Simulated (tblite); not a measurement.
# C4H15NSi2: the cost of one run

Computed with tblite 0.8.0 and PySCF 2.14.0, with density-fitted response routines of our own, on a single molecule in the gas phase. Atoms count from 0, in the outputs and in this text.

## (1) The molecule as given

22 atoms, charge 0, multiplicity 1; geometry from: force field or distance geometry start.

Bonds of the start (Å): C0–Si1 1.89, Si1–Si2 2.21, Si2–N3 1.77, N3–C4 1.43, C4–C5 1.51, C4–C6 1.52, C0–H7 1.11, C0–H8 1.11, C0–H9 1.11, Si1–H10 1.47, Si1–H11 1.49, Si2–H12 1.45, Si2–H13 1.49, N3–H14 1.05, C4–H15 1.11, C5–H16 1.10, C5–H17 1.12, C5–H18 1.11, C6–H19 1.12, C6–H20 1.11, C6–H21 1.12.

## (2) Geometry optimisation with GFN2-xTB

What the job is given:

```
{"job": {"kind": "relax", "xc": "GFN2-xTB", "basis": "xTB"}, "charge": 0, "multiplicity": 1}
C      4.049000     0.068400     0.182100
Si     2.346800    -0.550100     0.719100
Si     0.834200     0.471500    -0.530600
N     -0.698200     0.769500     0.294700
C     -1.722500    -0.220100     0.129600
C     -2.167300    -0.417300    -1.300200
C     -2.974000     0.163700     0.894500
H      4.388300    -0.431300    -0.749600
H      3.968400     1.148100    -0.051300
H      4.782300    -0.102400     0.990900
H      2.183700    -0.265300     2.155800
H      2.286100    -2.013600     0.450300
H      0.684400    -0.251900    -1.781400
H      1.396300     1.812900    -0.842500
H     -1.120100     1.720900     0.163900
H     -1.375500    -1.186700     0.543000
H     -1.536500    -1.165700    -1.808000
H     -2.233100     0.531200    -1.886500
H     -3.194800    -0.827800    -1.261900
H     -3.879500    -0.099800     0.297500
H     -3.061800    -0.391400     1.850000
H     -2.966700     1.256400     1.139100
```

Started as:

```
OMP_NUM_THREADS=1 python probes_run.py task.json out
```

One launch serves the whole session: the jobs run in the order shown.

**Question.** How long does this first job take on 1 thread of Arm Neoverse N1, shared host?

About 2.8 s.
